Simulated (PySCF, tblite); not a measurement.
**C₆H₁₂B₂OSi: geometry, infrared bands and NMR shifts**

Wanted: the infrared bands and NMR shifts of C₆H₁₂B₂OSi (`BOB(C#C[SiH3])CC1CC1`), by calculation.

The runs use tblite 0.8.0 and PySCF 2.14.0, with density-fitted response routines of our own; the level of theory stands in each step. All values are computed, except where a source is named. Atoms count from 0, in the outputs and in this text.

## 1. Starting geometry

22 atoms, charge 0, multiplicity 1; geometry from: force field or distance geometry start.

Bonds of the start (Å): B0–O1 1.45, O1–B2 1.47, B2–C3 1.53, C3–C4 1.20, C4–Si5 1.82, B2–C6 1.60, C6–C7 1.52, C7–C8 1.53, C8–C9 1.51, C9–C7 1.52, B0–H10 1.18, B0–H11 1.19, Si5–H12 1.46, Si5–H13 1.48, Si5–H14 1.47, C6–H15 1.12, C6–H16 1.12, C7–H17 1.11, C8–H18 1.11, C8–H19 1.11, C9–H20 1.11, C9–H21 1.11.

## 2. Optimising the geometry with GFN2-xTB

The job: settings as JSON, then the geometry in Å.

```
{"job": {"kind": "relax", "xc": "GFN2-xTB", "basis": "xTB"}, "charge": 0, "multiplicity": 1}
B      0.022600     3.271900     0.218100
O      0.487800     2.432500     1.304400
B      0.312900     1.041600     0.870000
C      1.458500     0.305100     0.171400
C      2.357200    -0.294900    -0.354600
Si     3.703400    -1.187600    -1.183600
C     -1.037500     0.264900     1.226800
C     -1.765800    -0.147900    -0.045600
C     -2.749600    -1.303900     0.125600
C     -1.438000    -1.534700    -0.588400
H      0.761300     3.642000    -0.618400
H     -1.116500     3.628400     0.196400
H      3.165000    -2.385200    -1.829200
H      4.714500    -1.583600    -0.183000
H      4.330800    -0.305200    -2.183100
H     -1.702100     0.935900     1.827900
H     -0.779300    -0.607500     1.872800
H     -2.077300     0.605100    -0.798800
H     -3.633000    -1.261500    -0.548700
H     -2.798500    -1.757400     1.141800
H     -0.698500    -2.115200    -0.002700
H     -1.528300    -1.623600    -1.694000
```

Launch:

```bash
OMP_NUM_THREADS=1 python probes_run.py task.json out
```

One launch serves the whole session: the jobs run in the order shown.

**Question.** This job is followed by: GFN2-xTB harmonic vibrations, gas phase; GIAO PBE0/pcSseg-1 NMR shielding, non-relativistic, gas phase. Predict these results of the whole session: strongest single infrared mode (GFN2-xTB); zero-point energy (GFN2-xTB); 13C shifts against TMS (PBE0/pcSseg-1, means over atoms taken as alike); 1H shifts against TMS (PBE0/pcSseg-1, means over atoms taken as alike); 11B shifts against BF3·OEt2 (PBE0/pcSseg-1); 17O shifts against H2O (PBE0/pcSseg-1); 29Si shifts against TMS (PBE0/pcSseg-1); surface potential, 1st and 99th percentile.

**Answer**, as computed:

```
                                                               quantity                                   value
                              strongest single infrared mode (GFN2-xTB)                   2239 cm⁻¹, 426 km/mol
                                           zero-point energy (GFN2-xTB)                          101.3 kcal/mol
13C shifts against TMS (PBE0/pcSseg-1, means over atoms taken as alike)        124.4, 112.7, 34.9, 9.3, 8.2 ppm
 1H shifts against TMS (PBE0/pcSseg-1, means over atoms taken as alike)  5.45, 4.29, 0.96, 0.64, 0.56, 0.32 ppm
                            11B shifts against BF3·OEt2 (PBE0/pcSseg-1)                          39.8, 31.3 ppm
                                 17O shifts against H2O (PBE0/pcSseg-1)                               314.6 ppm
                                29Si shifts against TMS (PBE0/pcSseg-1)                               -99.1 ppm
                                  surface potential, 1st and 99th percentile                      -0.70 V and 1.16 V
```

What this shows: The optimisation took 124 steps and gained 1.831 eV; among the close pairs (by a distance rule), O1–B2 changed most, from 1.468 to 1.306 Å. The lowest mode is slightly imaginary (15i cm⁻¹), a soft motion within the noise of the Hessian, so the minimum is not strictly shown. GFN2-xTB is a fitted tight-binding method: band positions and strengths are rough. Its intensities can rank the bands wrongly. At PBE0/pcSseg-1: The largest span, 316 ppm, is at C3, where the paramagnetic term is -199 ppm. By nearest atom (PBE0/pcSseg-1), the HOMO sits on C7, C8 about 16 % each; C4, C6 about 11 % each and the LUMO on B2 31 %; C4 25 %.
